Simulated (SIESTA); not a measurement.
Crystal: AlCuNi6.

```
CELL_PARAMETERS angstrom
3.54276 0.00000 0.00000
0.00000 3.54276 0.00000
0.00000 0.00000 7.09129
ATOMIC_POSITIONS crystal
Cu 0.00000 0.00000 0.50000
Ni 0.00000 0.50000 0.74940
Ni 0.00000 0.50000 0.25060
Ni 0.50000 0.00000 0.74940
Ni 0.50000 0.00000 0.25060
Ni 0.50000 0.50000 0.50000
Ni 0.50000 0.50000 0.00000
Al 0.00000 0.00000 0.00000
```

The cell comes from a database or a generator and needn't be the stable form of this composition.

| Item | Value |
| --- | --- |
| Program | SIESTA 5.4.2 |
| Task | single point |
| Functional | PBEsol |
| Potentials or basis | PseudoDojo 0.4 standard (PBEsol files) |
| Basis | DZP (energy shift 0.003 Ry; two zetas on semicore shells) |
| Grid cutoff | 800 Ry |
| Energy shift | 0.003 Ry |
| k mesh | 8 × 8 × 4 |
| Occupations | fermi-dirac, width 0.05 eV |
| Spin | collinear spin, ferromagnetic start |
| Starting moments | [0.6, 1.0, 1.0, 1.0, 1.0, 1.0, 1.0, 0.0] μB |

On this cell: pressure -7.6 GPa; largest force 0.129 eV/Å; net moment 2.21 μB per cell; site moments Cu -0.00; Ni +0.38, +0.48, +0.31; Al -0.08 μB; band gap on the k mesh none (metal or under the smearing width).

The same run follows on a disturbed copy (atoms moved at random, drawn with an rms of 0.05 Å):

```
CELL_PARAMETERS angstrom
3.54276 0.00000 0.00000
0.00000 3.54276 0.00000
0.00000 0.00000 7.09129
ATOMIC_POSITIONS crystal
Cu 0.01439 0.00686 0.49977
Ni 0.99899 0.50072 0.74826
Ni 0.01818 0.50434 0.25193
Ni 0.48922 0.99385 0.74743
Ni 0.50311 0.00353 0.24861
Ni 0.50944 0.48620 0.49750
Ni 0.50808 0.49964 0.99426
Al 0.98153 0.99751 0.99781
```

Task: What changes?

Result: The energy (extrapolated to zero smearing) moves by +9.4 meV/atom; pressure -6.9 GPa; largest force 0.596 eV/Å; net moment 2.21 μB per cell; site moments Cu -0.00; Ni +0.37, +0.39, +0.38, +0.48, +0.30; Al -0.08 μB; band gap on the k mesh none (metal or under the smearing width).

Forces in eV/Å, atoms in the order of the input:
```
Cu  -0.393 -0.415 -0.083
Ni   0.027 -0.121 -0.222
Ni  -0.385 -0.062 -0.141
Ni   0.327  0.141 -0.131
Ni   0.167 -0.153  0.080
Ni   0.066  0.551  0.105
Ni  -0.392 -0.049  0.317
Al   0.581  0.104  0.077
```

Stress tensor (GPa, compression positive):
```
-6.89  0.11 -0.01
 0.11 -6.88  0.02
-0.01  0.02 -6.92
```

Caveats: short orbitals over semicore shells can move pressures by several GPa; the basis of atomic orbitals isn't converged, which shifts pressures, moduli and gaps.
